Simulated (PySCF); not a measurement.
# C4H3BF2O: NMR shifts at several levels of theory, part 2 of 2

PySCF 2.14.0. Atoms count from 0. Earlier steps stand in the parts before.

## 9. Shielding tensors: PBE0/aug-cc-pVDZ

The job: settings as JSON, then the geometry in Å.

```
{"job": {"kind": "nmr", "xc": "PBE0", "basis": "aug-cc-pVDZ", "pop": true}, "charge": 0, "multiplicity": 1}
C      2.146801    -0.188333     0.508153
C      0.889073    -0.101907     0.195729
C     -0.396421    -0.008230    -0.114016
C     -1.173028    -1.245031    -0.436540
O     -0.719108    -2.357898    -0.456019
B     -1.074962     1.386198    -0.111019
F     -0.393833     2.491708     0.103123
F     -2.373435     1.503872    -0.321706
H      2.457631    -0.322348     1.549471
H      2.922431    -0.132243    -0.262522
H     -2.248370    -1.052768    -0.671317
```

Method: GIAO PBE0/aug-cc-pVDZ NMR shielding, non-relativistic, gas phase.

The program printed:

```text
coarse grid: 10552 points
cycle   1  E = -453.4417164122  dE =  1.267e+00  |g| = 9.155e-01  |ddm| = 1.049e+01
cycle   2  E = -452.9304784576  dE =  5.112e-01  |g| = 1.852e+00  |ddm| = 4.237e+00
cycle   3  E = -453.5962506886  dE = -6.658e-01  |g| = 2.287e-01  |ddm| = 2.885e+00
cycle   4  E = -453.6061873523  dE = -9.937e-03  |g| = 7.893e-02  |ddm| = 5.180e-01
cycle   5  E = -453.6072300596  dE = -1.043e-03  |g| = 1.887e-02  |ddm| = 1.421e-01
cycle   6  E = -453.6073131205  dE = -8.306e-05  |g| = 5.224e-03  |ddm| = 5.372e-02
cycle   7  E = -453.6073195035  dE = -6.383e-06  |g| = 2.162e-03  |ddm| = 1.319e-02
final grid: 106576 points
cycle   8  E = -453.6140001753  dE = -2.813e-05  |g| = 1.143e-02  |ddm| = 2.149e-01
cycle   9  E = -453.6139251070  dE =  7.507e-05  |g| = 2.246e-02  |ddm| = 5.250e-02
cycle  10  E = -453.6140274092  dE = -1.023e-04  |g| = 1.896e-03  |ddm| = 3.067e-02
cycle  11  E = -453.6140282230  dE = -8.137e-07  |g| = 4.405e-04  |ddm| = 4.171e-03
cycle  12  E = -453.6140282719  dE = -4.892e-08  |g| = 1.357e-04  |ddm| = 1.222e-03
cycle  13  E = -453.6140282765  dE = -4.613e-09  |g| = 2.743e-05  |ddm| = 3.436e-04
cycle  14  E = -453.6140282767  dE = -1.429e-10  |g| = 1.237e-05  |ddm| = 8.844e-05
converged SCF energy = -453.6140282767

GIAO shielding tensors (ppm)
atom      isotropic    diamagn.    paramagn.     s11        s22        s33       span
  0 C      119.987     246.073    -126.086     23.463    156.592    179.906    156.443
  1 C      -30.650     272.053    -302.702    -65.731    -32.559      6.340     72.071
  2 C      104.196     218.271    -114.075     40.206    121.109    151.272    111.066
  3 C       10.313     238.861    -228.547    -77.649     -1.578    110.167    187.816
  4 O     -294.062     398.970    -693.032   -903.321   -367.917    389.052   1292.373
  5 B       86.845     205.833    -118.987     70.460     94.087     95.989     25.529
  6 F      274.925     469.607    -194.683    131.191    307.965    385.618    254.427
  7 F      274.058     465.089    -191.031    123.790    297.835    400.549    276.759
  8 H       25.857      34.323      -8.466     23.804     24.987     28.781      4.978
  9 H       25.856      34.318      -8.462     23.776     25.002     28.790      5.014
 10 H       21.226      27.893      -6.667     18.999     21.267     23.412      4.413
```

It took 28 s on 1 thread of Arm Neoverse V1, shared host; peak memory 0.91 GiB.

Key values: δ C1 225.8, C3 184.8, C2 90.9, C0 75.1, H10 10.17, H8 5.54 ppm (means over like atoms).

## 10. NMR shieldings: PBE0/IGLO-III

Settings changed since step 9:

```diff
@@ -1,2 +1,2 @@
-{"job": {"kind": "nmr", "xc": "PBE0", "basis": "aug-cc-pVDZ", "pop": true}, "charge": 0, "multiplicity": 1}
+{"job": {"kind": "nmr", "xc": "PBE0", "basis": "IGLO-III", "pop": true}, "charge": 0, "multiplicity": 1}
 C      2.146801    -0.188333     0.508153
```

With the program's defaults for keys left out, this is: GIAO PBE0/IGLO-III NMR shielding, non-relativistic, gas phase.

The program printed:

```text
coarse grid: 10552 points
cycle   1  E = -453.5706759075  dE =  1.243e+00  |g| = 9.968e-01  |ddm| = 2.467e+00
cycle   2  E = -453.0120352280  dE =  5.586e-01  |g| = 1.996e+00  |ddm| = 1.846e+00
cycle   3  E = -453.7373594236  dE = -7.253e-01  |g| = 2.605e-01  |ddm| = 1.525e+00
cycle   4  E = -453.7492834221  dE = -1.192e-02  |g| = 9.350e-02  |ddm| = 1.519e-01
cycle   5  E = -453.7505906588  dE = -1.307e-03  |g| = 2.151e-02  |ddm| = 4.184e-02
cycle   6  E = -453.7506893579  dE = -9.870e-05  |g| = 5.959e-03  |ddm| = 1.341e-02
cycle   7  E = -453.7506970469  dE = -7.689e-06  |g| = 2.249e-03  |ddm| = 3.850e-03
final grid: 106576 points
cycle   8  E = -453.7541529288  dE = -1.110e-04  |g| = 1.204e-02  |ddm| = 6.738e-02
cycle   9  E = -453.7540841491  dE =  6.878e-05  |g| = 2.251e-02  |ddm| = 1.605e-02
cycle  10  E = -453.7541786126  dE = -9.446e-05  |g| = 2.398e-03  |ddm| = 1.132e-02
cycle  11  E = -453.7541796235  dE = -1.011e-06  |g| = 6.692e-04  |ddm| = 1.247e-03
cycle  12  E = -453.7541797125  dE = -8.900e-08  |g| = 2.764e-04  |ddm| = 4.405e-04
cycle  13  E = -453.7541797314  dE = -1.884e-08  |g| = 3.773e-05  |ddm| = 1.547e-04
cycle  14  E = -453.7541797316  dE = -1.986e-10  |g| = 1.734e-05  |ddm| = 2.381e-05
converged SCF energy = -453.7541797316

GIAO shielding tensors (ppm)
atom      isotropic    diamagn.    paramagn.     s11        s22        s33       span
  0 C      102.735     254.338    -151.603     -1.709    143.846    166.068    167.777
  1 C      -62.009     262.031    -324.040   -101.876    -65.647    -18.505     83.371
  2 C       86.432     256.256    -169.824     16.235    104.965    138.097    121.861
  3 C      -11.161     248.330    -259.491   -103.798    -22.291     92.607    196.405
  4 O     -353.376     396.881    -750.257  -1007.470   -436.755    384.097   1391.567
  5 B       75.056     196.651    -121.595     60.906     81.957     82.305     21.398
  6 F      259.908     467.670    -207.761    108.058    299.366    372.300    264.241
  7 F      259.548     466.802    -207.254    101.341    288.224    389.079    287.738
  8 H       25.868      30.062      -4.193     23.915     24.908     28.782      4.867
  9 H       25.869      30.035      -4.166     23.886     24.931     28.789      4.903
 10 H       21.304      27.144      -5.840     19.007     21.383     23.521      4.513
```

It took 50 s on 1 thread of Arm Neoverse V1, shared host; peak memory 1.1 GiB.

In short: δ C1 245.8, C3 194.9, C2 97.3, C0 81.0, H10 10.07, H8 5.51 ppm (means over like atoms).

## 11. Nuclear shieldings: PBE0/pcSseg-0

Settings changed since step 10:

```diff
@@ -1,2 +1,2 @@
-{"job": {"kind": "nmr", "xc": "PBE0", "basis": "IGLO-III", "pop": true}, "charge": 0, "multiplicity": 1}
+{"job": {"kind": "nmr", "xc": "PBE0", "basis": "pcSseg-0", "pop": true}, "charge": 0, "multiplicity": 1}
 C      2.146801    -0.188333     0.508153
```

Method: GIAO PBE0/pcSseg-0 NMR shielding, non-relativistic, gas phase.

The program printed:

```text
coarse grid: 10552 points
cycle   1  E = -452.4526816192  dE =  1.215e+00  |g| = 8.972e-01  |ddm| = 3.759e+00
cycle   2  E = -451.9398383595  dE =  5.128e-01  |g| = 1.859e+00  |ddm| = 3.680e+00
cycle   3  E = -452.6132084224  dE = -6.734e-01  |g| = 2.037e-01  |ddm| = 2.845e+00
cycle   4  E = -452.6204620965  dE = -7.254e-03  |g| = 7.291e-02  |ddm| = 2.657e-01
cycle   5  E = -452.6213295786  dE = -8.675e-04  |g| = 1.623e-02  |ddm| = 7.645e-02
cycle   6  E = -452.6213903498  dE = -6.077e-05  |g| = 5.611e-03  |ddm| = 2.627e-02
cycle   7  E = -452.6213968268  dE = -6.477e-06  |g| = 2.433e-03  |ddm| = 7.834e-03
final grid: 106576 points
cycle   8  E = -452.5367662203  dE = -1.440e-05  |g| = 1.023e-02  |ddm| = 2.320e-02
cycle   9  E = -452.5367299406  dE =  3.628e-05  |g| = 1.705e-02  |ddm| = 2.677e-02
cycle  10  E = -452.5367839140  dE = -5.397e-05  |g| = 2.621e-03  |ddm| = 1.883e-02
cycle  11  E = -452.5367850925  dE = -1.178e-06  |g| = 3.391e-04  |ddm| = 2.786e-03
cycle  12  E = -452.5367851177  dE = -2.526e-08  |g| = 1.145e-04  |ddm| = 4.850e-04
cycle  13  E = -452.5367851206  dE = -2.844e-09  |g| = 4.191e-05  |ddm| = 1.560e-04
cycle  14  E = -452.5367851210  dE = -4.026e-10  |g| = 8.431e-06  |ddm| = 5.729e-05
converged SCF energy = -452.5367851210

GIAO shielding tensors (ppm)
atom      isotropic    diamagn.    paramagn.     s11        s22        s33       span
  0 C      106.739     258.819    -152.081      0.472    145.235    174.509    174.038
  1 C      -54.684     283.739    -338.423    -89.432    -58.568    -16.053     73.379
  2 C       93.148     270.712    -177.564     23.212    106.720    149.511    126.298
  3 C       -9.852     246.202    -256.054   -107.546    -20.997     98.986    206.532
  4 O     -450.755     401.126    -851.881  -1235.225   -510.034    392.993   1628.218
  5 B       78.897     188.863    -109.966     59.953     83.659     93.079     33.126
  6 F      242.354     474.933    -232.579     60.418    283.865    382.778    322.361
  7 F      245.454     472.905    -227.451     60.073    275.340    400.949    340.876
  8 H       27.178      28.710      -1.532     24.966     26.287     30.282      5.316
  9 H       27.175      28.654      -1.478     24.938     26.300     30.288      5.350
 10 H       22.543      27.042      -4.500     21.394     21.669     24.565      3.171
```

Wall time 7 s (1 thread of Arm Neoverse V1, shared host); peak memory 0.48 GiB.

In short: δ C1 248.2, C3 203.4, C2 100.4, C0 86.8, H10 10.29, H8 5.66 ppm (means over like atoms).

## 12. Shielding tensors: PBE0/pcSseg-2

Settings changed since step 11:

```diff
@@ -1,2 +1,2 @@
-{"job": {"kind": "nmr", "xc": "PBE0", "basis": "pcSseg-0", "pop": true}, "charge": 0, "multiplicity": 1}
+{"job": {"kind": "nmr", "xc": "PBE0", "basis": "pcSseg-2", "pop": true}, "charge": 0, "multiplicity": 1}
 C      2.146801    -0.188333     0.508153
```

With the program's defaults for keys left out, this is: GIAO PBE0/pcSseg-2 NMR shielding, non-relativistic, gas phase.

The program printed:

```text
coarse grid: 10552 points
cycle   1  E = -453.5679093233  dE =  1.230e+00  |g| = 9.932e-01  |ddm| = 2.740e+00
cycle   2  E = -453.0245841811  dE =  5.433e-01  |g| = 1.962e+00  |ddm| = 2.944e+00
cycle   3  E = -453.7338352974  dE = -7.093e-01  |g| = 2.621e-01  |ddm| = 2.407e+00
cycle   4  E = -453.7463547229  dE = -1.252e-02  |g| = 8.800e-02  |ddm| = 2.167e-01
cycle   5  E = -453.7475249377  dE = -1.170e-03  |g| = 2.151e-02  |ddm| = 5.680e-02
cycle   6  E = -453.7476244349  dE = -9.950e-05  |g| = 6.000e-03  |ddm| = 1.927e-02
cycle   7  E = -453.7476323614  dE = -7.927e-06  |g| = 2.314e-03  |ddm| = 6.564e-03
final grid: 106576 points
cycle   8  E = -453.7445688410  dE = -1.162e-04  |g| = 1.217e-02  |ddm| = 6.664e-02
cycle   9  E = -453.7444964395  dE =  7.240e-05  |g| = 2.302e-02  |ddm| = 2.398e-02
cycle  10  E = -453.7445958851  dE = -9.945e-05  |g| = 2.319e-03  |ddm| = 1.696e-02
cycle  11  E = -453.7445968564  dE = -9.713e-07  |g| = 6.358e-04  |ddm| = 1.968e-03
cycle  12  E = -453.7445969383  dE = -8.192e-08  |g| = 2.447e-04  |ddm| = 6.172e-04
cycle  13  E = -453.7445969534  dE = -1.506e-08  |g| = 3.728e-05  |ddm| = 2.303e-04
cycle  14  E = -453.7445969536  dE = -2.212e-10  |g| = 1.425e-05  |ddm| = 3.356e-05
converged SCF energy = -453.7445969536

GIAO shielding tensors (ppm)
atom      isotropic    diamagn.    paramagn.     s11        s22        s33       span
  0 C      102.299     260.573    -158.274     -3.027    143.733    166.192    169.219
  1 C      -63.524     263.113    -326.636   -104.379    -67.709    -18.483     85.896
  2 C       86.503     260.297    -173.794     15.694    105.216    138.599    122.905
  3 C      -12.124     245.129    -257.252   -105.557    -23.102     92.288    197.845
  4 O     -355.956     395.627    -751.583  -1009.592   -443.151    384.874   1394.466
  5 B       74.339     194.405    -120.067     60.162     81.178     81.675     21.513
  6 F      259.820     467.713    -207.893    106.648    299.019    373.793    267.145
  7 F      259.507     466.571    -207.064    100.085    288.275    390.161    290.076
  8 H       25.721      30.288      -4.568     23.747     24.706     28.710      4.963
  9 H       25.721      30.226      -4.505     23.721     24.724     28.717      4.995
 10 H       21.291      28.127      -6.836     18.951     21.289     23.632      4.682
```

Wall time 66 s (1 thread of Arm Neoverse V1, shared host); peak memory 1.3 GiB.

This run: δ C1 247.6, C3 196.2, C2 97.6, C0 81.8, H10 9.95, H8 5.52 ppm (means over like atoms).

## 13. Run by run: NMR shifts

Shifts (ppm) of some atoms, chosen among heavy atoms and hydrogens apart, means over like atoms, with basis size and wall time:

```csv
run,C1,C3,C0,H10,H8,O4,F6,functions,time
PBE0/6-31G*,221.2,176.9,74.2,9.51,5.10,620.3,-73.3,118,11 s
"PBE0/6-311+G(2d,p)",238.9,189.2,78.5,10.06,5.43,661.9,-87.4,234,31 s
PBE0/def2-SVP,227.7,181.3,75.1,9.15,5.25,665.1,-58.6,127,12 s
PBE0/def2-TZVP,240.9,190.6,78.9,10.02,5.44,676.2,-81.7,266,42 s
PBE0/cc-pVDZ,227.9,182.2,75.8,9.39,5.29,661.1,-67.3,127,13 s
PBE0/cc-pVTZ,238.9,189.2,78.0,9.91,5.45,676.9,-78.1,282,54 s
PBE0/aug-cc-pVDZ,225.8,184.8,75.1,10.17,5.54,630.0,-80.3,211,28 s
PBE0/IGLO-III,245.8,194.9,81.0,10.07,5.51,680.6,-85.1,310,50 s
PBE0/pcSseg-0,248.2,203.4,86.8,10.29,5.66,788.6,-65.5,78,7 s
PBE0/pcSseg-2,247.6,196.2,81.8,9.95,5.52,684.1,-83.9,330,66 s
```

## 14. What came out

This closing draws on all 2 parts.

| quantity | value |
| --- | --- |
| rotational constants (main isotopes) | 2.55, 1.65, 1.01 GHz |
| 13C shifts against TMS (PBE0/6-31G*) | 221.2, 176.9, 88.0, 74.2 ppm |
| 1H shifts against TMS (PBE0/6-31G*, means over atoms taken as alike) | 9.51, 5.10 ppm |
| 17O shifts against H2O (PBE0/6-31G*) | 620.3 ppm |
| 11B shifts against BF3·OEt2 (PBE0/6-31G*) | 22.4 ppm |
| 19F shifts against CFCl3 (PBE0/6-31G*, means over atoms taken as alike) | -73.3 ppm |
| range of the shift of O4 | 620.3 to 788.6 ppm |

**Reading.** Single values in the summary come from the first run of each kind that ended normally (PBE0/6-31G*), which need not be the best level. Over 13 steps the energy fell by 0.135 eV; of the close pairs, C2–C3 changed most, 1.449 to 1.496 Å. No frequency check was run at this level, so the end point may be a saddle. At PBE0/6-31G*: Shielding is most anisotropic at O4 (span 1295 ppm, paramagnetic term -693 ppm). Across the 10 runs the shift of O4 moves most, between 620.3 (PBE0/6-31G*) and 788.6 ppm (PBE0/pcSseg-0).
